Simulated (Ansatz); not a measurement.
# HgPt: further runs on the relaxed cell

One table from this session's results is given with a row withheld; the runs are named, their logs left out.

Computed with Ansatz 0.2.0 (DFT r2SCAN, scalar-relativistic, plane waves, PAW, unless a step's input says otherwise).

1 further run of the same task is left out (set aside as unsound or not needed).

### The starting structure

It takes space group P4/mmm (No. 123, tetragonal). The conventional cell has a = 3.004 Å, b = 3.004 Å, c = 3.899 Å, α = 90.00°, β = 90.00°, γ = 90.00°. Hg (site symmetry 4/mmm) is surrounded by 8 Pt at 2.88 Å and 4 Hg at 3.00 Å. Around Pt (site symmetry 4/mmm) lie 8 Hg at 2.88 Å and 4 Pt at 3.00 Å.

As a file:

```cif
data_structure
_symmetry_space_group_name_H-M 'P4/mmm'
_symmetry_Int_Tables_number 123
_cell_length_a 3.0039
_cell_length_b 3.0039
_cell_length_c 3.8989
_cell_angle_alpha 90.000
_cell_angle_beta 90.000
_cell_angle_gamma 90.000
_cell_volume 35.18
loop_
_atom_site_label
_atom_site_type_symbol
_atom_site_symmetry_multiplicity
_atom_site_Wyckoff_symbol
_atom_site_fract_x
_atom_site_fract_y
_atom_site_fract_z
_atom_site_occupancy
Hg1 Hg 1 a 0.00000 0.00000 0.00000 1
Pt1 Pt 1 d 0.50000 0.50000 0.50000 1
```

This cell was relaxed beforehand with the same method: volume 17.59 Å³/atom, gap on the mesh none (metal).

The first run:

The input, input.yaml:

```yaml
crystal:
  lattice:
    - [3.0039053872, 0.0, 0.0]
    - [0.0, 3.0039053872, 0.0]
    - [0.0, 0.0, 3.8988873194]
  atoms:
    - { symbol: Hg, position: [0.0, 0.0, 0.0] }
    - { symbol: Pt, position: [0.5, 0.5, 0.5] }
basis:
  ecutwfc: 500
kpoints:
  mp_grid: { grid: [14, 14, 12] }
  band_path:
    path:
      - [[0.0, 0.0, 0.0], [0.0, 0.5, 0.0], [0.5, 0.5, 0.0], [0.0, 0.0, 0.0], [0.0, 0.0, 0.5], [0.0, 0.5, 0.5], [0.5, 0.5, 0.5], [0.0, 0.0, 0.5]]
      - [[0.0, 0.5, 0.0], [0.0, 0.5, 0.5]]
      - [[0.5, 0.5, 0.0], [0.5, 0.5, 0.5]]
    npoints: 14
hamiltonian:
  xc: r2scan
scf:
  occupations: { method: gaussian, width: 0.1 }
  n_extra_bands: 6
output:
  forces: true
  stress: true
  eigenvalues: true
  populations: true
  dos: { projected: true, de: 0.02, nscf_kmesh: { grid: [21, 21, 18] } }
  bader: true
```

Launch:

```bash
$ ansatz run input.yaml --threads 1 --pin off --max-ram 2560MiB --backend cpu --events-out ev --progress --plain --runs-dir out
```

Among the steps run: Electronic structure at the relaxed geometry; The cell as listed, for comparison; The cell scaled to 0.97 of its volume; Volume × 1.03; The cell scaled to 0.94 of its volume; Volume × 1.06; Volume × 0.91; Volume × 1.10; Point at V/V0 = 0.88.

One table of the session follows, with a row left open; its other results are not shown here.

It belongs to the step «Equation of state». 

```
volume (Å³/atom)  energy above the lowest point (meV/atom)  pressure (GPa)
          15.480                                     170.8           29.83
          16.008                                         ?               ?
          16.535                                      37.0           12.00
          17.063                                       8.7            5.42
          17.591                                       0.0            0.02
          18.118                                       7.5           -4.39
          18.646                                      28.1           -7.97
          19.350                                      71.7          -11.70
```

**Question.** Estimate the row for volume (Å³/atom) = 16.008.

Worked estimate for «energy above the lowest point (meV/atom)». A straight line through the neighbours (15.480, 170.8) and (16.535, 37.0) gives 170.8 + (37.0 − 170.8) × (16.008 − 15.480) / (16.535 − 15.480) = 103.8; a parabola fitted to 3 rows on both sides gives 91.0.

As computed: energy above the lowest point (meV/atom): 89.2; pressure (GPa): 20.03. In «energy above the lowest point (meV/atom)» the line misses by +14.6 and the parabola by +1.8.

Limits of these values: The projections leave out shells that the potentials don't hold, such as empty d states.
